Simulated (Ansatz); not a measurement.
# CH2F3Si: rigid torsion scan, by script

Wanted for CH2F3Si: a rigid torsion scan.

Computed with the Python package of Ansatz 0.2.0. The levels of theory stand in the script.

## (1) Starting point

Bond lengths: F1–C2 1.363 Å, C2–F3 1.362 Å, C2–F4 1.435 Å, C2–Si5 1.814 Å, Si5–H6 1.522 Å, Si5–H7 1.479 Å. Angles: F1–C2–F3 105.8°, F1–C2–F4 105.3°, F1–C2–Si5 115.1°, F3–C2–F4 107.9°, F3–C2–Si5 110.1°, F4–C2–Si5 112.2°, C2–Si5–H6 114.8°, C2–Si5–H7 115.4°, H6–Si5–H7 107.9°.

No structure file is read: the coordinates are typed or built in the script.

## (2) Script

ch2f3si_torsion.py

```python
"""Energy of CH2F3Si as one group turns about a bond."""

import ansatz
from ase import Atoms


def main() -> None:
    atoms = Atoms(["F", "C", "F", "F", "Si", "H", "H"], positions=[
        (-0.0584, -0.8924, 1.6399),
        (0.2588, -0.6321, 0.3402),
        (0.1036, -1.8117, -0.3231),
        (1.6569, -0.311, 0.3499),
        (-0.7357, 0.6629, -0.4499),
        (-0.7307, 2.0019, 0.2731),
        (-0.4332, 0.9144, -1.8759),
    ])

    # relax first, so that the scan starts from a minimum
    first = (
        ansatz.Crystal.molecule_from_ase(atoms).calculation()
        .basis(gaussian="6-31G*")
        .spin("collinear", total=1)
        .scf(lower_state_search="off")
        .functional("pbe0")
        .relax(force_tolerance=0.02, max_steps=80)
    )
    atoms.positions = first.run(threads=1).report["positions_ang"]

    start = atoms.get_dihedral(0, 1, 4, 5)
    energies = {}
    for turn in range(0, 360, 40):
        turned = atoms.copy()
        turned.set_dihedral(0, 1, 4, 5, start + turn, indices=[4, 5, 6])
        model = (
            ansatz.Crystal.molecule_from_ase(turned).calculation()
            .basis(gaussian="6-31G*")
            .correlation("mp2")
            .spin("collinear", total=1)
            .scf(lower_state_search="off")
        )
        energies[round((start + turn) % 360)] = model.run(threads=1).report["free_energy_ev"]
    floor = min(energies.values())
    print("dihedral F0-C1-Si4-H5 (deg)   E - E(min) (eV)")
    for angle, e in sorted(energies.items()):
        print(f"{angle:8d} {(e - floor):14.3f}  " + "#" * int(30 * (e - floor) / max(max(energies.values()) - floor, 1e-9)))


if __name__ == "__main__":
    main()
```

## (3) The calls as engine input

The package turns the script's settings into the engine's input (first run):

```yaml
crystal:
  periodic: [false, false, false]
  atoms:
    - { symbol: F, position_ang: [-0.0584, -0.8924, 1.6399] }
    - { symbol: C, position_ang: [0.2588, -0.6321, 0.3402] }
    - { symbol: F, position_ang: [0.1036, -1.8117, -0.3231] }
    - { symbol: F, position_ang: [1.6569, -0.311, 0.3499] }
    - { symbol: Si, position_ang: [-0.7357, 0.6629, -0.4499] }
    - { symbol: H, position_ang: [-0.7307, 2.0019, 0.2731] }
    - { symbol: H, position_ang: [-0.4332, 0.9144, -1.8759] }
basis:
  gaussian:
    orbitals: "6-31G*"
hamiltonian:
  xc: pbe0
magnetization:
  spin_polarized: true
  initial_magnetization: 1.0
scf:
  lower_state_search: "off"
relax:
  f_tol: 0.02
  max_steps: 80
```

## (4) Launch

Launch:

```bash
$ python ch2f3si_torsion.py
```

Without the output at hand: what should come out? Wanted: range of energy; lowest point, turn.

**Answer**, as computed:

```
              quantity     value
         runs compared         9
       range of energy  0.057 eV
lowest point, turn (°)         0
```

In words: The lowest point lies at a turn of 0°, the highest 0.057 eV (5.5 kJ/mol) above it at 80°. The grid can miss the true lowest and highest points, and the rest of the molecule is held rigid. Run 0: After 4 moves the largest shift is 0.107 Å, of atom 5 (Si). What to keep in mind:
- The scan is rigid and the energies are electronic, in a modest basis. With rigid groups the curve can differ much from the relaxed path, the start wasn't checked as a minimum of this torsion, and equivalent turns needn't return to the same energy.
- The species is open-shell (spin multiplicity 2).
- The start is relaxed with a density functional and scanned with the wavefunction method, so it isn't exactly that method's minimum.
